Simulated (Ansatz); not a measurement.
# CH3Cl3NV: the cost of one run

Program: Ansatz 0.2.0, Gaussian basis. Level of theory: functionals in def2-TZVPP, the program's frozen cores in correlated methods. These are calculated values, not measurements.

Plan: LDA (SPW92), PBE-D4, revPBE-D4, BLYP-D4, r2SCAN-D4, B97M-V, PBE0-D4, B3LYP-D4, r2SCANh-D4, r2SCAN0-D4, HSE06-D4, BHLYP-D4, CAM-B3LYP-D4, LC-ωPBE, ωB97X-V, ωB97M-V, B2PLYP, PBE-QIDH; CCSD(T)/def2-SVP; MP2/def2-TZVPP; MP2/def2-QZVPP; RPA on PBE.

### 1 Structure used throughout

An earlier PBE0-D4 in a triple-zeta def2 set relaxation fixed the geometry.

SMILES `C[N]=[V]([Cl])([Cl])[Cl]`, 9 atoms, charge 0, spin multiplicity 1.

Atoms are counted from 1 here; the program's logs count them from 0.

Bond lengths: C1–N2 1.409 Å, C1–H7 1.095 Å, C1–H8 1.095 Å, C1–H9 1.095 Å, N2–V3 1.587 Å, V3–Cl4 2.149 Å, V3–Cl5 2.149 Å, V3–Cl6 2.149 Å. Angles: N2–C1–H7 109.9°, N2–C1–H8 109.9°, N2–C1–H9 109.9°, H7–C1–H8 109.1°, H7–C1–H9 109.1°, H8–C1–H9 109.1°, C1–N2–V3 179.9°, N2–V3–Cl4 106.3°, N2–V3–Cl5 106.3°, N2–V3–Cl6 106.3°, Cl4–V3–Cl5 112.5°, Cl4–V3–Cl6 112.5°, Cl5–V3–Cl6 112.5°.

### 2 LDA

This LDA is Slater exchange with PW92 correlation.

Input file in.yaml:

```yaml
crystal:
  periodic: [false, false, false]
  atoms:
    - {symbol: C, position_ang: [0.271310, -1.252042, 0.906850]}
    - {symbol: N, position_ang: [0.035132, -0.129441, 0.088776]}
    - {symbol: V, position_ang: [-0.229527, 1.135247, -0.833013]}
    - {symbol: Cl, position_ang: [-1.807728, 0.578909, -2.180636]}
    - {symbol: Cl, position_ang: [1.618822, 1.533902, -1.853254]}
    - {symbol: Cl, position_ang: [-0.800520, 2.732715, 0.485450]}
    - {symbol: H, position_ang: [1.307531, -1.585771, 0.790582]}
    - {symbol: H, position_ang: [-0.401238, -2.067818, 0.622547]}
    - {symbol: H, position_ang: [0.094818, -0.992001, 1.955597]}
basis:
  gaussian: {orbitals: def2-TZVPP}
hamiltonian: {xc: lda}
output: {orbitals: {seedname: orbitals}}
```

Command:

```bash
$ ansatz run in.yaml --threads 4 --pin off --events-out ev --progress --plain --max-ram 11315MiB
```

**Question.** How long does this run take on 4 threads of Intel Xeon Platinum 8375C at 2.90GHz, shared host, and how much memory does it need?

About 4.5 s, with a peak of 0.55 GiB.
